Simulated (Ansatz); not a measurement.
# AlHI radical (SMILES [AlH][I]): single points off equilibrium

An exercise on one series of results from a longer session: the logs are not shown, and one member is left open.

The runs use Ansatz 0.2.0, Gaussian basis; single points in def2-TZVPP.

Correlated methods freeze the cores. Filled d shells of the heavier atoms are correlated. Core potentials replace the inner electrons past krypton, and spin-orbit coupling is left out. Orbitals are unrestricted. B3LYP uses VWN-RPA correlation.

### Where the work starts

SMILES `[AlH][I]`, 3 atoms, charge 0, spin multiplicity 2.

Atoms are counted from 1 here; the program's logs count them from 0.

Bond lengths: Al1–I2 2.539 Å, Al1–H3 1.492 Å. Angles: I2–Al1–H3 120.2°.

As a file:

```xyz
3
AlHI
Al   -0.4142   -0.5436   -0.2975
I     1.6816   -0.0983    1.0643
H    -1.3069    0.5845   -0.6938
```

Set-up of the first run:

Contents of run/in.yaml:

```yaml
crystal:
  periodic: [false, false, false]
  atoms:
    - {symbol: Al, position_ang: [-0.414200, -0.543600, -0.297500]}
    - {symbol: I, position_ang: [1.681600, -0.098300, 1.064300]}
    - {symbol: H, position_ang: [-1.306900, 0.584500, -0.693800]}
basis:
  gaussian: {orbitals: def2-TZVPP}
magnetization: {spin_polarized: true, initial_magnetization: 1}
correlation: {method: ccsd_t}
scf: {omitted_lower_state_checks: [cluster_reference]}
output: {forces: true}
```

No record of the launch command was kept for these runs.

Among the steps run: CCSD(T)/def2-TZVPP; PBE0-D4/def2-TZVPP; wB97M-V/def2-TZVPP; r2SCAN-D4/def2-TZVPP; PBE-D4/def2-TZVPP; B3LYP-D4/def2-TZVPP; HSE06-D4/def2-TZVPP.

One of the session's tables, all rows but one given; the rest of the session is left out.

```
   method  RMS force component (eV/Å)  angle to CCSD(T) forces (°)  dipole (D)
  CCSD(T)                       0.826                    reference        1.49
  PBE0-D4                           ?                            ?           ?
  wB97M-V                       0.807                          1.6        1.82
r2SCAN-D4                       0.840                          2.0        1.47
   PBE-D4                       0.889                          6.9        1.34
 B3LYP-D4                       0.792                          6.9        1.57
 HSE06-D4                       0.858                          1.6        1.54
```

**Question.** Estimate the row for PBE0-D4.

The run gave: RMS force component (eV/Å): 0.855; angle to CCSD(T) forces (°): 1.4; dipole (D): 1.54. In the column «RMS force component (eV/Å)» it lies between r2SCAN-D4 (0.840) and HSE06-D4 (0.858).
